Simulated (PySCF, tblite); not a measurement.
**C₅H₉BN₂O: geometry, infrared bands and NMR shifts**

Wanted: the infrared bands and NMR shifts of C₅H₉BN₂O (`CC#[N+][B@H-](O)CCC#N`), by calculation.

The runs use tblite 0.8.0 and PySCF 2.14.0, with density-fitted response routines of our own; the level of theory stands in each step. All values are computed, except where a source is named. Atoms are numbered from 0 throughout.

## (1) The starting structure

18 atoms, charge 0, multiplicity 1; geometry from: force field or distance geometry start.

Bonds of the start (Å): C0–C1 1.48, C1–N2 1.15, N2–B3 1.50, B3–O4 1.45, B3–C5 1.59, C5–C6 1.53, C6–C7 1.46, C7–N8 1.16, C0–H9 1.12, C0–H10 1.09, C0–H11 1.11, B3–H12 1.19, O4–H13 1.01, C5–H14 1.12, C5–H15 1.12, C6–H16 1.11, C6–H17 1.09.

## (2) Optimising the geometry with GFN2-xTB

What the job is given:

```
{"job": {"kind": "relax", "xc": "GFN2-xTB", "basis": "xTB"}, "charge": 0, "multiplicity": 1}
C      3.572600    -0.305400     1.072700
C      2.271000    -0.483000     0.382900
N      1.256200    -0.642700    -0.127300
B     -0.066500    -0.804600    -0.820900
O     -0.148700     0.169400    -1.886400
C     -1.212500    -0.476500     0.234600
C     -2.498400    -0.043300    -0.467800
C     -3.532800     0.264400     0.517100
N     -4.359500     0.490600     1.291600
H      3.816100    -1.299600     1.533400
H      3.419400     0.435700     1.860900
H      4.364700    -0.009800     0.348600
H     -0.188700    -1.909000    -1.241900
H      0.785100     0.371100    -2.217400
H     -0.889500     0.403400     0.843000
H     -1.461400    -1.372800     0.853900
H     -2.851500    -0.878800    -1.099300
H     -2.284200     0.832300    -1.089400
```

Started as:

```
OMP_NUM_THREADS=1 python probes_run.py task.json out
```

The driver reads the jobs from task.json and runs them one after another.

**Question.** This job is followed by: GFN2-xTB harmonic vibrations, gas phase; GIAO PBE0/pcSseg-1 NMR shielding, non-relativistic, gas phase. What will the session give for the following? strongest single infrared mode (GFN2-xTB); zero-point energy (GFN2-xTB); ¹³C shifts against TMS (PBE0/pcSseg-1); ¹H shifts against TMS (PBE0/pcSseg-1, means over atoms taken as alike); ¹⁵N shifts against NH3 (PBE0/pcSseg-1); ¹¹B shifts against BF3·OEt2 (PBE0/pcSseg-1); ¹⁷O shifts against H2O (PBE0/pcSseg-1); surface potential, 1st and 99th percentile.

The runs gave:

```
                                                              quantity                                         value
                             strongest single infrared mode (GFN2-xTB)                         2403 cm⁻¹, 279 km/mol
                                          zero-point energy (GFN2-xTB)                                 85.1 kcal/mol
                                ¹³C shifts against TMS (PBE0/pcSseg-1)             128.4, 127.5, 31.3, 14.5, 1.6 ppm
¹H shifts against TMS (PBE0/pcSseg-1, means over atoms taken as alike)  2.68, 2.47, 2.34, 1.93, 1.12, 0.84, 0.74 ppm
                                ¹⁵N shifts against NH3 (PBE0/pcSseg-1)                              290.3, 249.3 ppm
                           ¹¹B shifts against BF3·OEt2 (PBE0/pcSseg-1)                                      -7.9 ppm
                                ¹⁷O shifts against H2O (PBE0/pcSseg-1)                                      50.2 ppm
                                 surface potential, 1st and 99th percentile                            -2.26 V and 2.15 V
```

Relaxing lowered the energy by 0.523 eV in 115 steps; the close pair that moved most is N2–B3, from 1.502 to 1.591 Å. The lowest mode is imaginary (34i cm⁻¹), so the xTB geometry is not a minimum. The strongest single mode, at 2403 cm⁻¹, moves mainly C7 and N8. GFN2-xTB is a fitted tight-binding method: band positions and strengths are rough. Its intensities can rank the bands wrongly. At PBE0/pcSseg-1, counted by nearest atom on the grid, the HOMO lies on C5 22 %; H12 20 %, the LUMO on C1 40 %; N2 31 %.
